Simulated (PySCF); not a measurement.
# AgSe: bond curves at several levels of theory

One table from this session's results is given with a row withheld; the runs are named, their logs left out.

Computed with PySCF 2.14.0. Level: Ag x2c-TZVPPall, Se x2c-TZVPPall, spin-free X2C with a Gaussian nucleus.

Set-up of the first run:

The job is set up so:

```json
{
 "atoms": "Ag, Se",
 "charge": "0",
 "basis": "Ag x2c-TZVPPall, Se x2c-TZVPPall",
 "Hamiltonian": "spin-free X2C with a Gaussian nucleus",
 "basis functions": "127",
 "electrons treated": "81",
 "masses in u": "106.9051, 79.9165",
 "levels": "PBE0, PBE, r²SCAN, r²SCAN0, TPSSh, PBEsol, TPSS, CAM-B3LYP, HF, MP2, SCS-MP2",
 "grid": "80 radial by 434 angular points",
 "occupations": "held fixed by the projection of orbital angular momentum",
 "dissociation limit": "Ag + Se, each in its ground configuration",
 "starting distance in angstrom": "2.450",
 "values of 2S to try": "1, 3, 5"
}
```

Started as:

```bash
$ OMP_NUM_THREADS=2 python dia.py task.json out
```

Steps of the session up to this table: Set-up; PBE0 along the bond; Excited determinants; PBE; r²SCAN; r²SCAN0; TPSSh (hybrid meta-GGA); PBEsol (GGA); TPSS (meta-GGA); CAM-B3LYP; UHF (mean field).

One table of the session follows, with a row left open; its other results are not shown here.

```
      level  Re (Å)  ωe (cm⁻¹)  De (eV)  μ (D)
        UHF   2.521      210.5     1.03  -6.20
    UHF-MP2   2.363      245.6     2.05    n/a
UHF-SCS-MP2   2.397      235.4     1.97    n/a
        PBE   2.399      228.7     2.30  -3.35
     PBEsol   2.359      243.5     2.55  -3.31
       TPSS       ?          ?        ?      ?
     r²SCAN   2.388      234.6     2.28  -3.87
      TPSSh   2.406      228.0     2.21  -3.99
       PBE0   2.408      230.1     2.13  -4.13
    r²SCAN0   2.400      233.7     2.12  -4.41
  CAM-B3LYP   2.413      232.5     2.04  -4.28
```

Estimate the missing values for TPSS.

**Answer.** Re (Å): 2.401; ωe (cm⁻¹): 228.0; De (eV): 2.28; μ (D): -3.71. In the column «Re (Å)» it lies between r²SCAN0 (2.400) and TPSSh (2.406).

De is counted to Ag + Se in their ground configurations.

Limits of these values: The state is the lowest single determinant that the PBE0 search found; with open d or f shells the true ground state can be another one.
